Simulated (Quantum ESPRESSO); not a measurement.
# HPbNO4 under changes of volume

One of the cells (14.610 Å³/atom); the others are scaled copies at fixed shape and fractional positions:

```
H Pb N O
1.0
     4.12040   -0.00081   -0.01120
     0.00404    6.42722    0.05360
     0.02791    3.20707    7.74994
H Pb N O
2 2 2 8
Direct
  0.90366 0.21821 0.48851
  0.40337 0.78177 0.51142
  0.39455 0.30863 0.70725
  0.89489 0.69135 0.29266
  0.63409 0.19990 0.20730
  0.13386 0.80012 0.79275
  0.90829 0.32866 0.54369
  0.53792 0.39076 0.19497
  0.53483 0.11279 0.10602
  0.83718 0.08887 0.32672
  0.40817 0.67132 0.45624
  0.03774 0.60924 0.80520
  0.03429 0.88737 0.89397
  0.33716 0.91101 0.67330
```

The cell was built by a generator and needn't be a form met in nature.

| Item | Value |
| --- | --- |
| Program | Quantum ESPRESSO 7.5 |
| Functional | PBE |
| Potentials or basis | SSSP 1.3 efficiency PBE |
| Cutoff | 816 eV |
| Density cutoff | 6531 eV |
| k mesh | 5 × 4 × 3 |
| Occupations | fermi-dirac, width 0.05 eV |
| Spin | no spin polarisation |

```tsv
volume (Å³/atom)	energy over the lowest point (meV/atom)	pressure (GPa)	gap on the mesh (eV)	largest force (eV/Å)
13.733	17.94	6.4	3.38	1.828
14.025	7.88	4.0	3.35	1.182
14.317	2.04	1.8	3.32	0.583
14.610	0.00	-0.2	3.29	0.041
14.902	?	?	?	?
15.194	5.82	-3.6	3.23	0.968
15.486	13.06	-5.0	3.19	1.412
```

Question: What does the run at 14.902 Å³/atom give?

Answer: Energy over the lowest point 1.37 meV/atom; pressure -2.0 GPa; gap on the mesh 3.26 eV; largest force 0.489 eV/Å.

Worked out: A Birch-Murnaghan fit of order 3 (a polynomial in V^(-2/3)) to the other rows has its minimum at 14.63 Å³/atom with B0 = V·E''(V) = 93 GPa and B' = 4.2 at fixed shape and positions, which overstates the stiffness. It gives 1.37 meV/atom at 14.902 Å³/atom, against the run's 1.37, and -dE/dV = -1.6 GPa, against -2.0. A straight line through the other rows of the gap, of slope -1.56 eV per unit of ln V, gives 3.26 eV, against the run's 3.26.

Energies are extrapolated to zero smearing.

Caveats: spin-orbit coupling is left out, which as a rule narrows the gap of such compounds by several tenths of an eV; an odd mesh through Γ misses points on the zone boundary, where band edges often lie; forces of over 1 eV/Å show positions far from the minimum, so gaps and moduli don't describe the material at rest (some runs).
